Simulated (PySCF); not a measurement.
# SiSn (triplet): the SCF solver's settings

The same problem is solved with other solver options, one edit a run.

Program: PySCF 2.14.0. Level of theory: each script names its method and basis. These are calculated values, not measurements.

7 further runs of the same task are left out: 1 for a known fault of the program, 6 that didn't finish.

**1. Where the work starts**

SiSn (triplet): 2 atoms, charge 0, spin multiplicity 3.

Bond lengths: Si1–Sn2 2.219 Å.

**2. The run that the others are compared with**

Contents of input.py:

```python
from pyscf import gto, dft
from pyscf.geomopt.geometric_solver import optimize

mol = gto.M(
    atom='Si 0 0 0; Sn 0 0 2.219',
    basis='lanl2dz',
    ecp={'Si': 'lanl2dz', 'Sn': 'lanl2dz'},
    charge=0,
    spin=2,
    verbose=4,
)
mf = dft.UKS(mol, xc='m06l')
mf = mf.newton()
mf.kernel()
g = mf.nuc_grad_method()
g.grid_response = True
mol_eq = optimize(g.as_scanner(), maxsteps=30)
print('optimised geometry (angstrom)')
print(mol_eq.tostring('raw'))
print('orbital energies (hartree):', [e[max(0, n-3):n+3].round(4) for e, n in zip(mf.mo_energy, mol.nelec)])
```

On the command line:

```
$ OMP_NUM_THREADS=1 python input.py
```

The log of this run is left out.

In short: at the starting geometry E(SCF) = -7.128875 Eh, 4 macro-iterations, ⟨S²⟩ = 2.011, optimised bond 2.451 Å in 5 steps; the optimisation lowers the energy by 0.395 eV.

The triplet is typed in the script; nothing here shows that it is the ground state.

**3. Initial guess atom**

Variant 1 changes initial guess: minao → atom.

Contents of input.py:

```python
from pyscf import gto, dft
from pyscf.geomopt.geometric_solver import optimize

mol = gto.M(
    atom='Si 0 0 0; Sn 0 0 2.219',
    basis='lanl2dz',
    ecp={'Si': 'lanl2dz', 'Sn': 'lanl2dz'},
    charge=0,
    spin=2,
    verbose=4,
)
mf = dft.UKS(mol, xc='m06l')
mf.init_guess = 'atom'
mf = mf.newton()
mf.kernel()
g = mf.nuc_grad_method()
g.grid_response = True
mol_eq = optimize(g.as_scanner(), maxsteps=30)
print('optimised geometry (angstrom)')
print(mol_eq.tostring('raw'))
print('orbital energies (hartree):', [e[max(0, n-3):n+3].round(4) for e, n in zip(mf.mo_energy, mol.nelec)])
```

On the command line:

```
$ OMP_NUM_THREADS=1 python input.py
```

**4. Convergence threshold 1e-07 hartree**

Variant 2 changes convergence threshold: default → 1e-07 hartree.

Changes to input.py since step 2:

```diff
@@ -12,2 +12,3 @@
 mf = dft.UKS(mol, xc='m06l')
+mf.conv_tol = 1e-07
 mf = mf.newton()
```

What does the calculation give? Wanted: for each run, E(SCF); from base; gap, α spin; after the SCF.

As calculated:

```tsv
run	E(SCF) (hartree)	from base (eV)	cycles	gap, α spin (eV)	after the SCF
base	-7.128875	0	4 macro	2.88	bond 2.451 Å, -0.395 eV
initial guess atom	-7.128875	0.0000	3 macro	2.88	bond 2.451 Å, -0.395 eV
convergence threshold 1e-07 hartree	-7.128873	0.0000	3 macro	2.88	bond 2.451 Å, -0.395 eV
```

SCF columns refer to the geometry typed in the script.

Distance from each run's final energy (log10 hartree) by cycle:

```tsv
run	cycle 1	cycle 2	cycle 3	cycle 5	cycle 8	cycle 12
base	-5.8	-5.4	< -11	done	done	done
initial guess atom	-5.4	< -11	< -11	done	done	done
convergence threshold 1e-07 hartree	-6.7	< -11	< -11	done	done	done
```

With initial guess atom or convergence threshold 1e-07 hartree the SCF ends at the base energy.
